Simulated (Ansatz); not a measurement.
Task: harmonic frequencies at the relaxed geometry of CH4ClNO2Si, SMILES C=N[Si](O)(O)Cl, with Ansatz 0.2.0 through its Python package. Give the script and its output. Settings (for the species named): CAM-B3LYP, def2-SVP basis, multiplicity 1.

```xyz
10

C     0.3042   -1.7873   -0.1867
N    -0.4404   -0.7974   -0.7279
Si   -0.2656    0.7654   -0.0562
O    -0.6142    0.6940    1.5258
O     1.3415    1.1806   -0.2403
Cl   -1.3614    2.2013   -0.9403
H     0.9859   -1.6250    0.6526
H     0.1991   -2.7469   -0.6097
H    -1.6426    0.6392    1.6936
H     1.5766    1.4250   -1.1080
```

Script `freq_ch4clno2si.py`:
```python
'''Vibrations of CH4ClNO2Si.'''

import ansatz as az
import numpy as np

mol = (
    az.Crystal.molecule()
    .atom('C', (0.3042, -1.7873, -0.1867))
    .atom('N', (-0.4404, -0.7974, -0.7279))
    .atom('Si', (-0.2656, 0.7654, -0.0562))
    .atom('O', (-0.6142, 0.694, 1.5258))
    .atom('O', (1.3415, 1.1806, -0.2403))
    .atom('Cl', (-1.3614, 2.2013, -0.9403))
    .atom('H', (0.9859, -1.625, 0.6526))
    .atom('H', (0.1991, -2.7469, -0.6097))
    .atom('H', (-1.6426, 0.6392, 1.6936))
    .atom('H', (1.5766, 1.425, -1.108))
)

base = (
    mol.calculation()
    .basis(gaussian='def2-SVP')
    .functional('cam_b3lyp')
)
symbols = [site.symbol for site in mol.cartesian_sites]
start = np.array([site.position_ang for site in mol.cartesian_sites], dtype=float)
rep = base.relax(force_tolerance=0.003).run().report
end = np.array(rep['positions_ang'])

print('final positions (A) and the move of each atom')
for symbol, xyz, old in zip(symbols, end, start):
    print(f'{symbol:2s} {xyz[0]:10.5f} {xyz[1]:10.5f} {xyz[2]:10.5f}   {np.linalg.norm(xyz - old):7.4f}')

# frequencies need a stationary point, so they are taken at the relaxed geometry
minimum = az.Crystal.molecule()
for symbol, xyz in zip(symbols, end):
    minimum = minimum.atom(symbol, xyz.tolist())
vibrating = (
    minimum.calculation()
    .basis(gaussian='def2-SVP')
    .functional('cam_b3lyp')
    .phonons(temperatures=(200, 600, 100))
)
vib = vibrating.run().report['vibrations']
sums = vib['harmonic_sums']
modes = [m['omega_inv_cm'] for m in sums['modes_at_gamma'] if m['rigid_motion'] == 'no']
for number, w in enumerate(modes, start=1):
    print(f'mode {number:2d} {w:9.1f} 1/cm {w / 8065.544 * 1000:8.2f} meV')
print('imaginary modes:', sum(w < 0 for w in modes), ' zero-point energy:', round(sums['zero_point_energy_ev'], 4), 'eV')
print('T (K)   F_vib (eV)   S_vib (meV/K)   C_vib (meV/K)')
for row in zip(sums['temperatures_k'], sums['vibrational_free_energy_ev'], vib['entropy_ev_per_k'], vib['heat_capacity_ev_per_k']):
    print(f'{row[0]:6.1f} {row[1]:11.4f} {1000 * row[2]:13.4f} {1000 * row[3]:15.4f}')
```

```console
$ python freq_ch4clno2si.py
final positions (A) and the move of each atom
C     0.12069   -1.94320   -0.25576    0.2505
N     0.23933   -0.82425   -0.82590    0.6873
Si   -0.12930    0.69734   -0.09986    0.1585
O    -0.58491    0.47736    1.45895    0.2286
O     1.16422    1.70507   -0.11996    0.5666
Cl   -1.65416    1.53499   -1.20602    0.7748
H    -0.25355   -2.07154    0.77898    1.3235
H     0.39607   -2.87361   -0.78492    0.2925
H    -0.71377    1.24199    2.02933    1.1571
H     1.49848    2.00475   -0.97194    0.6006
mode  1      89.3 1/cm    11.07 meV
mode  2     128.7 1/cm    15.95 meV
mode  3     154.7 1/cm    19.18 meV
mode  4     200.6 1/cm    24.87 meV
mode  5     251.9 1/cm    31.23 meV
mode  6     267.6 1/cm    33.18 meV
mode  7     325.6 1/cm    40.36 meV
mode  8     335.3 1/cm    41.58 meV
mode  9     392.0 1/cm    48.61 meV
mode 10     527.8 1/cm    65.44 meV
mode 11     605.5 1/cm    75.07 meV
mode 12     739.5 1/cm    91.69 meV
mode 13     788.7 1/cm    97.79 meV
mode 14     795.6 1/cm    98.65 meV
mode 15     935.4 1/cm   115.97 meV
mode 16     996.0 1/cm   123.49 meV
mode 17    1146.5 1/cm   142.15 meV
mode 18    1232.9 1/cm   152.86 meV
mode 19    1517.3 1/cm   188.12 meV
mode 20    1802.8 1/cm   223.52 meV
mode 21    3015.5 1/cm   373.88 meV
mode 22    3104.2 1/cm   384.87 meV
mode 23    3918.2 1/cm   485.80 meV
mode 24    3922.9 1/cm   486.38 meV
imaginary modes: 0  zero-point energy: 1.6859 eV
T (K)   F_vib (eV)   S_vib (meV/K)   C_vib (meV/K)
 200.0      1.6417        0.5555          0.6923
 300.0      1.5694        0.8844          0.9352
 400.0      1.4659        1.1798          1.1181
 500.0      1.3345        1.4447          1.2550
 600.0      1.1779        1.6832          1.3594
```

The frequencies are harmonic and unscaled, in a modest basis. The result belongs to the one conformer reached from this start, and soft torsions count as harmonic oscillators. It ran for 8.5 min on 1 thread of Arm Neoverse V2 (shared host), peak memory 0.39 GiB.

(A comment or docstring line of the script was reworded after the run, the code is as it ran; lines on the test bed's own set-up are left out of the output.)
